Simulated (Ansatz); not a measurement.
Relaxation of a periodic cell of 63 atoms, C (host C, host structure diamond, one C atom removed), cell charge -2, to a largest force component of 0.03 eV/Å in at most 60 steps.

All numbers below come from Ansatz, DFT LDA, scalar-relativistic, plane waves, PAW. Settings: PAW set soft_1, cutoff 420 eV, k mesh 2x2x2, gaussian smearing 0.02 eV, no spin polarisation.

```xyz
63
Lattice="7.1400 0.0000 0.0000 0.0000 7.1400 0.0000 0.0000 0.0000 7.1400" Properties=species:S:1:pos:R:3:forces:R:3
C 3.570 0.000 0.000 0.04 -0.04 0.04
C 4.463 0.892 0.892 0.10 0.12 0.10
C 5.355 1.785 0.000 0.17 -0.17 -0.17
C 6.247 2.678 0.892 -0.42 0.82 0.82
C 5.355 0.000 1.785 -0.08 -0.05 -0.08
C 6.247 0.892 2.678 0.00 0.00 0.00
C 0.000 0.000 0.000 -0.17 0.17 -0.17
C 0.892 0.892 0.892 -0.10 -0.12 0.10
C 1.785 1.785 0.000 -0.04 0.04 0.04
C 2.678 2.678 0.892 0.12 0.10 0.10
C 3.570 3.570 0.000 -0.17 0.17 -0.17
C 4.463 4.463 0.892 0.82 -0.42 0.82
C 5.355 5.355 0.000 -0.08 0.08 0.05
C 6.247 6.247 0.892 0.42 -0.82 0.82
C 1.785 0.000 1.785 0.17 0.17 0.17
C 2.678 0.892 2.678 0.00 0.00 0.00
C 3.570 1.785 1.785 -0.17 -0.17 0.17
C 4.463 2.678 2.678 0.82 0.82 -0.42
C 5.355 3.570 1.785 -1.43 -1.43 -1.43
C 3.570 0.000 3.570 -0.17 0.17 -0.17
C 4.463 0.892 4.463 0.10 -0.12 -0.10
C 5.355 1.785 3.570 -0.08 0.05 0.08
C 6.247 2.678 4.463 0.42 0.82 -0.82
C 5.355 0.000 5.355 0.17 0.17 0.17
C 6.247 0.892 6.247 0.00 0.00 0.00
C 0.000 3.570 0.000 0.08 -0.08 0.05
C 0.892 4.463 0.892 -0.82 0.42 0.82
C 1.785 5.355 0.000 0.17 -0.17 -0.17
C 2.678 6.247 0.892 -0.12 -0.10 0.10
C 0.000 1.785 1.785 0.08 0.05 -0.08
C 0.892 2.678 2.678 -0.82 0.82 0.42
C 1.785 3.570 1.785 -0.05 -0.08 -0.08
C 2.678 4.463 2.678 0.00 0.00 0.00
C 3.570 5.355 1.785 0.05 0.08 -0.08
C 4.463 6.247 2.678 0.82 -0.82 0.42
C 0.000 0.000 3.570 0.08 -0.05 0.08
C 0.892 0.892 4.463 -0.10 0.12 -0.10
C 1.785 1.785 3.570 0.17 -0.17 -0.17
C 2.678 2.678 4.463 -0.12 0.10 -0.10
C 3.570 3.570 3.570 0.05 -0.08 0.08
C 4.463 4.463 4.463 0.82 0.42 -0.82
C 5.355 5.355 3.570 -1.43 1.43 1.43
C 6.247 6.247 4.463 -0.42 -0.82 -0.82
C 1.785 0.000 5.355 -0.04 -0.04 -0.04
C 2.678 0.892 6.247 0.00 0.00 0.00
C 3.570 1.785 5.355 0.04 0.04 -0.04
C 4.463 2.678 6.247 0.10 0.10 0.12
C 5.355 3.570 5.355 -0.08 -0.08 -0.05
C 6.247 4.463 6.247 0.00 0.00 0.00
C 0.000 5.355 1.785 1.43 1.43 -1.43
C 0.892 6.247 2.678 -0.82 -0.82 -0.42
C 0.000 3.570 3.570 1.43 -1.43 1.43
C 0.892 4.463 4.463 -0.82 -0.42 -0.82
C 1.785 5.355 3.570 -0.05 0.08 0.08
C 2.678 6.247 4.463 0.12 -0.10 -0.10
C 0.000 1.785 5.355 -0.17 -0.17 0.17
C 0.892 2.678 6.247 -0.10 0.10 -0.12
C 1.785 3.570 5.355 0.17 0.17 0.17
C 2.678 4.463 6.247 0.00 0.00 0.00
C 3.570 5.355 5.355 -0.17 -0.17 0.17
C 4.463 6.247 6.247 0.10 -0.10 -0.12
C 0.000 5.355 5.355 0.08 0.08 -0.05
C 0.892 6.247 6.247 -0.10 -0.10 0.12
```

Where does it end, and by what steps?

It converged. The force dipped under the threshold on the way, but the program's further checks kept it going. Limits of this set-up: coarse k mesh, PAW files made for another functional, no spin, though dangling bonds at a vacancy may carry it, a typed lattice constant that wasn't relaxed here, charged cell in a uniform background, uncorrected. After 4 steps the energy has fallen by 0.774 eV; C42 moved furthest, 0.12 Å.

```
step  energy less start (eV)  largest force component (eV/Å)  accepted
   0                  0.0000                           1.432       yes
   1                 -0.5701                           0.596       yes
   2                 -0.7574                           0.194       yes
   3                 -0.7738                           0.021       yes
   4                 -0.7738                           0.021       yes
```

```xyz
63
Lattice="7.1400 0.0000 0.0000 0.0000 7.1400 0.0000 0.0000 0.0000 7.1400" Properties=species:S:1:pos:R:3
C 3.573 -0.003 0.003
C 4.466 0.889 0.896
C 5.360 1.778 -0.007
C 6.233 2.689 0.904
C 5.360 -0.008 1.790
C 6.247 0.892 2.678
C -0.005 0.007 -0.007
C 0.889 0.896 0.896
C 1.782 1.788 0.003
C 2.674 2.681 0.896
C 3.563 3.575 -0.007
C 4.474 4.448 0.904
C 5.360 5.350 0.008
C 6.262 6.236 0.904
C 1.792 0.007 1.790
C 2.678 0.892 2.678
C 3.563 1.778 1.790
C 4.474 2.689 2.663
C 5.288 3.503 1.718
C 3.563 0.007 3.565
C 4.466 0.896 4.459
C 5.360 1.793 3.565
C 6.262 2.689 4.451
C 5.360 0.007 5.362
C 6.247 0.892 6.247
C -0.005 3.575 0.008
C 0.881 4.477 0.904
C 1.792 5.350 -0.007
C 2.681 6.244 0.896
C -0.005 1.793 1.790
C 0.881 2.689 2.692
C 1.777 3.575 1.790
C 2.678 4.463 2.678
C 3.578 5.350 1.790
C 4.474 6.236 2.692
C -0.005 -0.008 3.565
C 0.889 0.889 4.459
C 1.792 1.778 3.565
C 2.681 2.681 4.459
C 3.578 3.575 3.565
C 4.474 4.477 4.451
C 5.288 5.422 3.637
C 6.233 6.236 4.451
C 1.782 -0.003 5.352
C 2.678 0.892 6.247
C 3.573 1.788 5.352
C 4.466 2.681 6.244
C 5.360 3.575 5.347
C 6.247 4.463 6.247
C 0.067 5.422 1.718
C 0.881 6.236 2.663
C 0.067 3.503 3.637
C 0.881 4.448 4.451
C 1.777 5.350 3.565
C 2.674 6.244 4.459
C -0.005 1.778 5.362
C 0.889 2.681 6.251
C 1.792 3.575 5.362
C 2.678 4.463 6.247
C 3.563 5.350 5.362
C 4.466 6.244 6.251
C -0.005 5.350 5.347
C 0.889 6.244 6.244
```

Whether the end is a true minimum wasn't checked by a vibrational analysis.

Time of the run: 12 s on 4 threads of Intel(R) Xeon(R) Platinum 8124M CPU @ 3.00GHz (Skylake/Cascade Lake), with other jobs on the host, peak memory 1.6 GiB.
